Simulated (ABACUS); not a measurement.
# BiTe (Fm-3m) in ABACUS: reference runs

Aim: a first look at BiTe with PBE, on the cell as given and on a disturbed one.

Everything below comes from runs of ABACUS 3.10.1. Logs are shortened: lines on timing, memory, paths and dates and some standing lists are left out, and cuts for length are marked.

## Step 1: The crystal as given

It takes space group Fm-3m (No. 225, cubic). Conventional cell: a = 6.470 Å, b = 6.470 Å, c = 6.470 Å, α = 90.00°, β = 90.00°, γ = 90.00°. Around Bi (site symmetry m-3m) lie 6 Te at 3.23 Å. Around Te (site symmetry m-3m) lie 6 Bi at 3.23 Å.

## Step 2: Single point, PBE

Contents of INPUT:

```
INPUT_PARAMETERS
suffix              BiTe
calculation         scf
basis_type          pw
pseudo_dir          ./
symmetry            1
dft_functional      pbe
ecutwfc             83
pseudo_rcut         10
nspin               1
nbands              20
ks_solver           dav
smearing_method     fd
smearing_sigma      0.00367493
scf_thr             1e-08
scf_nmax            100
mixing_type         broyden
mixing_beta         0.7
cal_force           1
cal_stress          1
kpar                4
```

Contents of STRU:

```
ATOMIC_SPECIES
Bi 208.9804 Bi.upf
Te 127.6000 Te.upf

LATTICE_CONSTANT
1.8897261246

LATTICE_VECTORS
0.0000000000 3.2350000000 3.2350000000
3.2350000000 0.0000000000 3.2350000000
3.2350000000 3.2350000000 0.0000000000

ATOMIC_POSITIONS
Direct

Bi
0.0
1
0.0000000000 0.0000000000 0.0000000000 1 1 1

Te
0.0
1
0.5000000000 0.5000000000 0.5000000000 1 1 1
```

Contents of KPT:

```
K_POINTS
0
Gamma
7 7 7 0 0 0
```

Potentials or basis: PseudoDojo NC SR 0.4.1 PBE standard, plane waves.

Command:

```sh
$ OMP_NUM_THREADS=1 mpirun -np 4 abacus > log
```

running log:

```text
ABACUS v3.10.1

               Atomic-orbital Based Ab-initio Computation at UStc

 ------------------------------------------------------------------------------------

 READING GENERAL INFORMATION
                           global_out_dir = OUT.BiTe/
                           global_in_card = INPUT
                               pseudo_dir = ./
                              orbital_dir =
                                    DSIZE = 4
                                    GSIZE = 1

 READING UNITCELL INFORMATION
                                    ntype = 2
                  lattice constant (Bohr) = 1.88973
              lattice constant (Angstrom) = 1

 READING ATOM TYPE 1
                               atom label = Bi
                      L=0, number of zeta = 1
                      L=1, number of zeta = 1
                      L=2, number of zeta = 1
             number of atom for this type = 1

 READING ATOM TYPE 2
                               atom label = Te
                      L=0, number of zeta = 1
                      L=1, number of zeta = 1
                      L=2, number of zeta = 1
             number of atom for this type = 1

                        TOTAL ATOM NUMBER = 2
DIRECT COORDINATES
    atom                   x                   y                   z     mag                  vx                  vy                  vz
taud_Bi1            0.0000000000        0.0000000000        0.0000000000  0.0000        0.0000000000        0.0000000000        0.0000000000
taud_Te1            0.5000000000        0.5000000000        0.5000000000  0.0000        0.0000000000        0.0000000000        0.0000000000

                          Volume (Bohr^3) = 456.93
                             Volume (A^3) = 67.7099

 Lattice vectors: (Cartesian coordinate: in unit of a_0)
                   +0              +3.235              +3.235
               +3.235                  +0              +3.235
               +3.235              +3.235                  +0
 Reciprocal vectors: (Cartesian coordinate: in unit of 2 pi/a_0)
             -0.15456            +0.15456            +0.15456
             +0.15456            -0.15456            +0.15456
             +0.15456            +0.15456            -0.15456
 The esolver type has been set to : ksdft_pw

                PAO radial cut off (Bohr) = 10

 Read in pseudopotential file is Bi.upf
                     pseudopotential type = NC
          exchange-correlation functional = PBE
                 nonlocal core correction = 1
                        valence electrons = 15
                                     lmax = 2
                           number of zeta = 3
                     number of projectors = 6
                           L of projector = 0
                           L of projector = 0
                           L of projector = 1
                           L of projector = 1
                           L of projector = 2
                           L of projector = 2
                PAO radial cut off (Bohr) = 10

 Read in pseudopotential file is Te.upf
                     pseudopotential type = NC
          exchange-correlation functional = PBE
                 nonlocal core correction = 1
                        valence electrons = 16
                                     lmax = 2
                           number of zeta = 3
                     number of projectors = 6
                           L of projector = 0
                           L of projector = 0
                           L of projector = 1
                           L of projector = 1
                           L of projector = 2
                           L of projector = 2
     initial pseudo atomic orbital number = 18

 SETUP THE ELECTRONS NUMBER
            electron number of element Bi = 15
      total electron number of element Bi = 15
            electron number of element Te = 16
      total electron number of element Te = 16
            AUTOSET number of electrons:  = 31
                           occupied bands = 16
                                   NBANDS = 20
                                   NLOCAL = 18

%%%%%%%%%%%%%%%%%%%%%%%%%%%%%%%%%%%%%%%%%%%%%%%%%%%%%%%%%%%%%%%%%%%%%%%%%%%%%%%%%%%%%%%%%%%%%%%%%%%%%%%%%%
 Warning: the number of valence electrons in pseudopotential > 5 for Bi: [Xe] 4f14 5d10 6s2 6p3
 Warning: the number of valence electrons in pseudopotential > 6 for Te: [Kr] 4d10 5s2 5p4
 Pseudopotentials with additional electrons can yield (more) accurate outcomes, but may be less efficient.
 If you're confident that your chosen pseudopotential is appropriate, you can safely ignore this warning.
%%%%%%%%%%%%%%%%%%%%%%%%%%%%%%%%%%%%%%%%%%%%%%%%%%%%%%%%%%%%%%%%%%%%%%%%%%%%%%%%%%%%%%%%%%%%%%%%%%%%%%%%%%

 SETUP THE PLANE WAVE BASIS
 energy cutoff for charge/potential (unit:Ry) = 332
            fft grid for charge/potential = [ 54, 54, 54 ]
                        fft grid division = [ 1, 1, 1 ]
        big fft grid for charge/potential = [ 54, 54, 54 ]
                                     nbxx = 157464
[... 48 lines left out ...]
                              POINT GROUP = O_h
               POINT GROUP IN SPACE GROUP = O_h

 SETUP K-POINTS
                                    nspin = 1
                   Input type of k points = Monkhorst-Pack(Gamma)
                                   nkstot = 343
                       right hand lattice = 1
(for reciprocal lattice: )
                             BRAVAIS TYPE = 2
                     BRAVAIS LATTICE NAME = 02. Cubic I (body-centered)
                                    ibrav = 2
                       right hand lattice = 1
(for k-lattice: )
                             BRAVAIS TYPE = 2
                     BRAVAIS LATTICE NAME = 02. Cubic I (body-centered)
                                    ibrav = 2
                       right hand lattice = 1
                        ROTATION MATRICES = 48
                               nkstot_ibz = 20
K-POINTS REDUCTION ACCORDING TO SYMMETRY
     IBZ    DIRECT_X    DIRECT_Y    DIRECT_Z  WEIGHT  ibz2bz
       1  0.00000000  0.00000000  0.00000000  0.0029       0
       2  0.14285714  0.14285714  0.14285714  0.0233       1
       3  0.28571429  0.28571429  0.28571429  0.0233       2
       4  0.42857143  0.42857143  0.42857143  0.0233       3
       5  0.14285714  0.14285714  0.00000000  0.0175       8
       6  0.28571429  0.14285714  0.28571429  0.0700       9
[... 12 lines left out ...]
      19 -0.42857143  0.42857143  0.14285714  0.0700      74
      20 -0.28571429  0.42857143  0.28571429  0.0700      75

                               nkstot now = 20
[... K-POINTS DIRECT COORDINATES: 20 rows ...]

           k-point number in this process = 5
       minimum distributed K point number = 5
[... stars of the k points ...]

[... K-POINTS CARTESIAN COORDINATES: 5 rows ...]

[... K-POINTS DIRECT COORDINATES: 5 rows ...]

 SETUP PLANE WAVES FOR WAVE FUNCTIONS
     energy cutoff for wavefunc (unit:Ry) = 83
              fft grid for wave functions = [ 54, 54, 54 ]
                    number of plane waves = 6615
                         number of sticks = 463

 PARALLEL PW FOR WAVE FUNCTIONS
     PROC   COLUMNS(POT)             PW
        1            463           6615
 --------------- sum -------------------
        1            463           6615

 SETUP NONLOCAL PSEUDOPOTENTIALS IN PLANE WAVE BASIS
 Bi non-local projectors:
 projector 1 L=0
 projector 2 L=0
 projector 3 L=1
 projector 4 L=1
 projector 5 L=2
 projector 6 L=2
 Te non-local projectors:
 projector 1 L=0
 projector 2 L=0
 projector 3 L=1
 projector 4 L=1
 projector 5 L=2
 projector 6 L=2
      TOTAL NUMBER OF NONLOCAL PROJECTORS = 36

 Init Non-Local PseudoPotential table :
 Init Non-Local-Pseudopotential done.

                                     npwx = 5868

 Make real space PAO into reciprocal space.
       max mesh points in Pseudopotential = 1001
     dq(describe PAO in reciprocal space) = 0.01
                                    max q = 1098

 number of pseudo atomic orbitals for Bi is 3
WARNING: norm of atomic wavefunction # 3 of atomic type Bi is 0.999859, renormalized

 number of pseudo atomic orbitals for Te is 3
WARNING: norm of atomic wavefunction # 3 of atomic type Te is 0.999974, renormalized

 -------------------------------------------
 SELF-CONSISTENT
 -------------------------------------------
                                 init_chg = atomic

 PW ALGORITHM --------------- ION=   1  ELEC=   1--------------------------------

 Notice: Threshold on eigenvalues was too large.
 hsover_error=0.31 > DRHO=0.0120684
 Origin diag ethr = 0.01
 New diag ethr = 3.89304e-05

 Density error is 0.0115033752023
                          Error Threshold = 3.8930378358e-05
----------------------------------------------------------
     Energy           Rydberg                 eV
----------------------------------------------------------
 E_KohnSham     -373.8264592505      -5086.1699089723
 E_Harris       -373.8674971063      -5086.7282576444
 E_Fermi        0.7431924411         10.1116519091
----------------------------------------------------------
[... 63 lines left out ...]
 Density error is 3.97975046741e-09
                          Error Threshold = 6.4787671567e-11
----------------------------------------------------------
     Energy           Rydberg                 eV
----------------------------------------------------------
 E_KohnSham     -373.8294007380      -5086.2099299623
 E_KS(sigma->0) -373.8286288774      -5086.1994282600
 E_Harris       -373.8294077514      -5086.2100253843
 E_band         -26.2565381434       -357.2385285046
 E_one_elec     -145.0884771406      -1974.0300032546
 E_Hartree      86.9729895500        1183.3282299745
 E_xc           -92.5590395080       -1259.3303387160
 E_Ewald        -223.1533299182      -3036.1568145615
 E_entropy(-TS) -0.0015437212        -0.0210034046
 E_descf        0.0000000000         0.0000000000
 E_exx          0.0000000000         0.0000000000
 E_Fermi        0.7405793037         10.0760983509
----------------------------------------------------------

 charge density convergence is achieved
 final etot is -5086.20993 eV
 EFERMI = 10.076098351 eV

 STATE ENERGY(eV) AND OCCUPATIONS    NSPIN == 1
 1/5 kpoint (Cartesian) = 0.0000 0.0000 0.0000 (5817 pws)
       1       -27.2425     0.00583090
       2       -27.2425     0.00583090
       3       -27.2425     0.00583090
       4       -27.2420     0.00583090
       5       -27.2420     0.00583090
       6       -13.1077     0.00583090
[... 100 lines left out ...]
      19        13.8458    6.31359e-35
      20        15.6811    7.23624e-51

------------------------------------------------------------------------------------------
 TOTAL-FORCE (eV/Angstrom)
------------------------------------------------------------------------------------------
                       Bi1         0.0000000000         0.0000000000         0.0000000000
                       Te1         0.0000000000         0.0000000000         0.0000000000
------------------------------------------------------------------------------------------

----------------------------------------------------------------
 TOTAL-STRESS (KBAR)
----------------------------------------------------------------
         9.5065796163         0.0000000000         0.0000000000
         0.0000000000         9.5065796163        -0.0000000000
         0.0000000000        -0.0000000000         9.5065796163
----------------------------------------------------------------
 TOTAL-PRESSURE: 9.506580 KBAR

 --------------------------------------------
 !FINAL_ETOT_IS -5086.2099299622614126 eV
 --------------------------------------------
```

Run time: 12 s. Hardware: 4 MPI ranks of AMD EPYC 7R13 (Zen 3), shared host; peak memory 0.52 GiB.

What came out:

```
Free energy            : -5086.2099 eV
Pressure               : 1.0 GPa
Band gap on the k mesh : none (metal or under the smearing width)
```

Levels at points of the mesh, in eV from the Fermi level:
| k point | band 11 | band 12 | band 13 | band 14 | band 15 | band 16 | band 17 | band 18 | band 19 |
| --- | --- | --- | --- | --- | --- | --- | --- | --- | --- |
| (0.00, 0.00, 0.00) | -13.56 | -8.17 | -2.57 | -2.57 | -2.57 | 2.14 | 2.14 | 2.14 | 4.66 |

Caveat: spin-orbit coupling is left out, which moves the levels of the heavy elements.

## Step 3: Single point, PBE (atoms moved at random, drawn with an rms of 0.05 Å)

Changes to INPUT since step 2:

```diff
@@ -20,2 +20,4 @@
 cal_stress          1
-kpar                4
+out_chg             1
+out_pot             2
+out_elf             1
```

Changes to STRU since step 2:

```diff
@@ -18,3 +18,3 @@
 1
-0.0000000000 0.0000000000 0.0000000000 1 1 1
+-0.0170560000 -0.0088040000 0.0238150000 1 1 1
 
@@ -23,2 +23,2 @@
 1
-0.5000000000 0.5000000000 0.5000000000 1 1 1
+0.4961140000 0.4922550000 0.5021870000 1 1 1
```

KPT is that of step 2.

Potentials or basis: PseudoDojo NC SR 0.4.1 PBE standard, plane waves.

Command:

```sh
$ OMP_NUM_THREADS=1 mpirun -np 4 abacus > log
```

running log:

```text
ABACUS v3.10.1

               Atomic-orbital Based Ab-initio Computation at UStc

 ------------------------------------------------------------------------------------

 READING GENERAL INFORMATION
                           global_out_dir = OUT.BiTe/
                           global_in_card = INPUT
                               pseudo_dir = ./
                              orbital_dir =
                                    DSIZE = 4
                                    GSIZE = 1

 READING UNITCELL INFORMATION
                                    ntype = 2
                  lattice constant (Bohr) = 1.88973
              lattice constant (Angstrom) = 1

 READING ATOM TYPE 1
                               atom label = Bi
                      L=0, number of zeta = 1
[... 359 lines left out ...]
 1/172 kpoint (Cartesian) = 0.0000 0.0000 0.0000 (1458 pws)
       1       -27.2446     0.00583090
       2       -27.2444     0.00583090
       3       -27.2438     0.00583090
       4       -27.2427     0.00583090
       5       -27.2424     0.00583090
       6       -13.1088     0.00583090
[... 122 lines left out ...]
      19        13.8785    1.31826e-35
      20        15.6748    3.28931e-51

[... levels at 166 further k points ...]

------------------------------------------------------------------------------------------
 TOTAL-FORCE (eV/Angstrom)
------------------------------------------------------------------------------------------
                       Bi1        -0.1950903643        -0.0788832486         0.1335132966
                       Te1         0.1950903643         0.0788832486        -0.1335132966
------------------------------------------------------------------------------------------

----------------------------------------------------------------
 TOTAL-STRESS (KBAR)
----------------------------------------------------------------
        11.2367152139        -0.5697358707         0.9618792080
        -0.5697358707        10.4778744795         0.3923734932
         0.9618792080         0.3923734931        10.7496993072
----------------------------------------------------------------
 TOTAL-PRESSURE: 10.821430 KBAR

 --------------------------------------------
 !FINAL_ETOT_IS -5086.1992518818206008 eV
 --------------------------------------------
```

stdout:

```text
ABACUS v3.10.1
,Local thread limit: 48

               Atomic-orbital Based Ab-initio Computation at UStc

%%%%%%%%%%%%%%%%%%%%%%%%%%%%%%%%%%%%%%%%%%%%%%%%%%%%%%%%%%%%%%%%%%%%%%%%%%%%%%%%%%%%%%%%%%%%%%%%%%%%%%%%%
[... 35 lines left out ...]
 TOTAL-STRESS (KBAR)
----------------------------------------------------------------
        11.2367152139        -0.5697358707         0.9618792080
        -0.5697358707        10.4778744795         0.3923734932
         0.9618792080         0.3923734931        10.7496993072
----------------------------------------------------------------
 TOTAL-PRESSURE: 10.821430 KBAR
```

Run time: 96 s. Hardware: 4 MPI ranks of AMD EPYC 7R13 (Zen 3), shared host; peak memory 0.68 GiB.

What came out:

- Free energy: -5086.1993 eV
- Pressure: 1.1 GPa
- Largest force: 0.249 eV/Å
- Band gap on the k mesh: none (metal or under the smearing width)

Forces on the atoms (eV/Å):
```
Bi  -0.195 -0.079  0.134
Te   0.195  0.079 -0.134
```

Stress tensor (GPa, compression positive):
```
 1.12 -0.06  0.10
-0.06  1.05  0.04
 0.10  0.04  1.07
```

Levels at points of the mesh, in eV from the Fermi level:
| k point | band 12 | band 13 | band 14 | band 15 | band 16 | band 17 | band 18 | band 19 |
| --- | --- | --- | --- | --- | --- | --- | --- | --- |
| (0.00, 0.00, 0.00) | -8.18 | -2.60 | -2.58 | -2.57 | 2.09 | 2.11 | 2.13 | 4.65 |

Caveat: spin-orbit coupling is left out, which moves the levels of the heavy elements.
